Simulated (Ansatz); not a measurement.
# LiCr4InO8: the cost of one run

Computed with Ansatz 0.2.0 (DFT PBE+U, scalar-relativistic, plane waves, PAW, unless a step's input says otherwise).

## 1. Starting point

Symmetry: F-43m, No. 216, cubic system. Conventional cell: a = 8.554 Å, b = 8.554 Å, c = 8.554 Å, α = 90.00°, β = 90.00°, γ = 90.00°. Li (site symmetry -43m) is surrounded by 4 O at 2.06 Å. Around In (site symmetry -43m) lie 4 O at 2.07 Å. Cr (site symmetry 3m) is surrounded by 6 O at 2.00 to 2.05 Å. O (site symmetry 3m) is surrounded by 3 Cr at 2.00 Å and 1 Li at 2.06 Å. O (site symmetry 3m) is surrounded by 3 Cr at 2.05 Å and 1 In at 2.07 Å.

Coordinates:

```cif
data_structure
_symmetry_space_group_name_H-M 'F-43m'
_symmetry_Int_Tables_number 216
_cell_length_a 8.5542
_cell_length_b 8.5542
_cell_length_c 8.5542
_cell_angle_alpha 90.000
_cell_angle_beta 90.000
_cell_angle_gamma 90.000
_cell_volume 625.95
loop_
_atom_site_label
_atom_site_type_symbol
_atom_site_symmetry_multiplicity
_atom_site_Wyckoff_symbol
_atom_site_fract_x
_atom_site_fract_y
_atom_site_fract_z
_atom_site_occupancy
Li1 Li 4 a 0.00000 0.00000 0.00000 1
In1 In 4 c 0.25000 0.25000 0.25000 1
Cr1 Cr 16 e 0.37175 0.12825 0.87175 1
O1 O 16 e 0.13900 0.36100 0.63900 1
O2 O 16 e 0.11048 0.38952 0.11048 1
```

## 2. Coarse mesh, to find the state of the open shells

Input file input.yaml:

```yaml
crystal:
  lattice:
    - [0.0, 4.2771110898, 4.2771110898]
    - [4.2771110898, 0.0, 4.2771110898]
    - [4.2771110898, 4.2771110898, 0.0]
  atoms:
    - { symbol: Li, position: [0.0, 0.0, 0.0] }
    - { symbol: In, position: [0.75, 0.75, 0.75] }
    - { symbol: Cr, position: [0.3717522709, 0.3717522709, 0.3717522709], spin: 3.0 }
    - { symbol: Cr, position: [0.8847431872, 0.3717522709, 0.3717522709], spin: 3.0 }
    - { symbol: Cr, position: [0.3717522709, 0.3717522709, 0.8847431872], spin: 3.0 }
    - { symbol: Cr, position: [0.3717522709, 0.8847431872, 0.3717522709], spin: -3.0 }
    - { symbol: O, position: [0.1389975328, 0.1389975328, 0.1389975328] }
    - { symbol: O, position: [0.5830074017, 0.1389975328, 0.1389975328] }
    - { symbol: O, position: [0.1389975328, 0.1389975328, 0.5830074017] }
    - { symbol: O, position: [0.1389975328, 0.5830074017, 0.1389975328] }
    - { symbol: O, position: [0.6104841059, 0.6104841059, 0.6104841059] }
    - { symbol: O, position: [0.1685476823, 0.6104841059, 0.6104841059] }
    - { symbol: O, position: [0.6104841059, 0.6104841059, 0.1685476823] }
    - { symbol: O, position: [0.6104841059, 0.1685476823, 0.6104841059] }
basis:
  ecutwfc: 420
  ecutrho_ratio: 4
kpoints:
  mp_grid: { grid: [3, 3, 3] }
hamiltonian:
  xc: pbe
  hubbard: { sites: [{ species: Cr, l: d, u_eff: 3.7 }] }
scf:
  occupations: { method: gaussian, width: 0.05 }
output:
  forces: true
  stress: true
  eigenvalues: true
  populations: true
  hubbard: { sites: [{ species: Cr, l: d }] }
magnetization:
  spin_polarized: true
```

Launch:

```sh
ansatz run input.yaml --threads 8 --pin off --max-ram 22528MiB --backend cpu --events-out ev --progress --plain --runs-dir out
```

**Question.** How long does this run take on 8 threads of Arm Neoverse V2, shared host, and how much memory does it need?

About 6 s, with a peak of 0.89 GiB.
